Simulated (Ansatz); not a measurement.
# WSiH₂ (singlet): wave-function methods side by side at a displaced geometry (v2), def2-SVP

One table from this session's results is given with a row withheld; the runs are named, their logs left out.

The runs use Ansatz 0.2.0, Gaussian basis; def2-SVP, core rule «outside noble gas», up to 9 orbitals frozen.

Plan: UHF; CCSD(T) on RHF; CISD; CCSDT(Q) on RHF; CASSCF and MRCISD+Q, 8 electrons in 8 orbitals; CASSCF and NEVPT2, 8 electrons in 8 orbitals.

19 further runs of the same task are left out: 4 for a known fault of the program, 10 that didn't finish, 5 set aside as unsound or not needed. Runs told in other sessions of the task aren't counted.

## What is computed

The geometry is a PBE0/def2-TZVP stationary point (not a proven minimum) with its atoms shifted at random (size 0.100 Å). No spin-orbit coupling is included. Elements past krypton take def2 core potentials.

4 atoms, charge 0, spin multiplicity 1.

Atoms are counted from 1 here; the program's logs count them from 0.

Bond lengths: W1–Si2 2.229 Å, Si2–H3 1.485 Å, Si2–H4 1.581 Å. Angles: W1–Si2–H3 132.3°, W1–Si2–H4 121.0°, H3–Si2–H4 105.0°.

The first run:

Contents of in.yaml:

```yaml
crystal:
  periodic: [false, false, false]
  atoms:
    - {symbol: W, position_ang: [0.022084, -0.000732, 0.321463]}
    - {symbol: Si, position_ang: [-0.142790, 0.012444, -1.901728]}
    - {symbol: H, position_ang: [-0.066170, 1.106133, -2.903828]}
    - {symbol: H, position_ang: [0.016939, -1.319458, -2.738124]}
basis:
  gaussian: {orbitals: def2-SVP}
magnetization: {spin_polarized: true, initial_magnetization: 0}
hamiltonian: {xc: hf}
output: {orbitals: {seedname: orbitals}}
```

Started as:

```console
$ ansatz run in.yaml --threads 1 --pin off --events-out ev --progress --plain --max-ram 2393MiB
```

Among the steps run: UHF; CCSD(T) on RHF; CISD; CCSDT(Q) on RHF; CASSCF and MRCISD+Q, 8 electrons in 8 orbitals; CASSCF and NEVPT2, 8 electrons in 8 orbitals.

One table of the session follows, with a row left open; its other results are not shown here.

| method | from RCCSDT(Q) (kcal/mol) |
| --- | --- |
| UHF | +154.76 |
| RMP2 | +38.18 |
| CISD | +43.83 |
| RCCSD | ? |
| RCCSD(T) | +5.62 |
| RCCSDT | +2.89 |
| RCCSDT(Q) | 0 |
| CASSCF frontier | +135.30 |
| NEVPT2 frontier | +35.15 |
| MRCISD frontier | +20.18 |
| MRCISD+Q frontier | +6.40 |

Q: Estimate the row for RCCSD from the others.

As computed: from RCCSDT(Q) (kcal/mol): +19.28. In the column «from RCCSDT(Q) (kcal/mol)» it lies between MRCISD+Q frontier (+6.40) and MRCISD frontier (+20.18).

Left out of the table: RHF (another determinant or state than the rows shown).

To keep in mind: The determinant of HF (⟨S²⟩ 2.47) is far from a pure spin state, so its energy mixes those of several spin states; that is harmless only where they are near-degenerate. Warnings: restricted reference is unstable; spin contamination; coupled cluster took another determinant than the lowest; large T1 diagnostic.
